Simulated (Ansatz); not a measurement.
# C2H4AlFO: how energies converge with the basis set

The task here is to estimate one member of a computed series from the others.

Computed with Ansatz 0.2.0, Gaussian basis. Level: one geometry, several basis sets.

The runs, in order: PBE0-D4/def2-SVP; ωB97M-V/def2-SVP; PBE0-D4/def2-QZVPP; ωB97M-V/def2-QZVPP; the functionals' def2-TZVPP values are taken from earlier runs.

**Structure used throughout**

An earlier PBE0-D4 in a triple-zeta def2 set relaxation fixed the geometry.

SMILES `[OH][Al]1[CH2][CH]1F`, 9 atoms, charge 0, spin multiplicity 1.

Atoms are counted from 1 here; the program's logs count them from 0.

Bond lengths: O1–Al2 1.682 Å, O1–H6 0.956 Å, Al2–C3 1.905 Å, Al2–C4 1.908 Å, C3–C4 1.564 Å, C3–H7 1.100 Å, C3–H8 1.088 Å, C4–F5 1.379 Å, C4–H9 1.095 Å. Angles: Al2–O1–H6 125.5°, O1–Al2–C3 153.9°, O1–Al2–C4 157.2°, C3–Al2–C4 48.4°, Al2–C3–C4 65.9°, Al2–C3–H7 102.3°, Al2–C3–H8 142.6°, C4–C3–H7 109.2°, C4–C3–H8 118.8°, H7–C3–H8 109.5°, Al2–C4–C3 65.7°, Al2–C4–F5 134.9°, Al2–C4–H9 113.1°, C3–C4–F5 116.1°, C3–C4–H9 109.8°, F5–C4–H9 108.1°.

Geometry (Å):

```xyz
9
C2H4AlFO
O    -1.1850    1.9149   -1.3192
Al   -0.4077    0.7442   -0.3948
C     0.7600   -0.7398   -0.1436
C    -0.0615   -0.3513    1.1291
F    -0.7277   -1.3814    1.7589
H    -0.9302    2.1864   -2.1994
H     0.2355   -1.5435   -0.6808
H     1.8093   -1.0042   -0.0295
H     0.5957    0.1284    1.8622
```

The first run:

in.yaml

```yaml
crystal:
  periodic: [false, false, false]
  atoms:
    - {symbol: O, position_ang: [-1.184988, 1.914937, -1.319154]}
    - {symbol: Al, position_ang: [-0.407656, 0.744216, -0.394774]}
    - {symbol: C, position_ang: [0.760035, -0.739839, -0.143581]}
    - {symbol: C, position_ang: [-0.061470, -0.351263, 1.129147]}
    - {symbol: F, position_ang: [-0.727673, -1.381371, 1.758913]}
    - {symbol: H, position_ang: [-0.930177, 2.186397, -2.199431]}
    - {symbol: H, position_ang: [0.235492, -1.543535, -0.680807]}
    - {symbol: H, position_ang: [1.809270, -1.004178, -0.029467]}
    - {symbol: H, position_ang: [0.595669, 0.128435, 1.862156]}
basis:
  gaussian: {orbitals: def2-SVP}
hamiltonian: {xc: pbe0, dispersion: d4}
output: {orbitals: {seedname: orbitals}}
```

Command:

```bash
> ansatz run in.yaml --threads 2 --pin off --events-out ev --progress --plain --max-ram 4352MiB
```

Steps of the session up to this table: PBE0-D4 in def2-SVP; ωB97M-V in def2-SVP; PBE0-D4 in def2-QZVPP; ωB97M-V in def2-QZVPP.

One of the session's tables, all rows but one given; the rest of the session is left out.

It belongs to the step «Density functionals: the series». 

```
functional       basis  HOMO (eV)
   PBE0-D4    def2-SVP      -6.21
   PBE0-D4  def2-TZVPP      -6.35
   PBE0-D4  def2-QZVPP      -6.39
   ωB97M-V    def2-SVP          ?
   ωB97M-V  def2-TZVPP      -8.55
   ωB97M-V  def2-QZVPP      -8.60
```

Estimate the missing values for ωB97M-V, def2-SVP.

The run gave: HOMO (eV): -8.40. In the column «HOMO (eV)» it lies between ωB97M-V, def2-TZVPP (-8.55) and PBE0-D4, def2-QZVPP (-6.39).
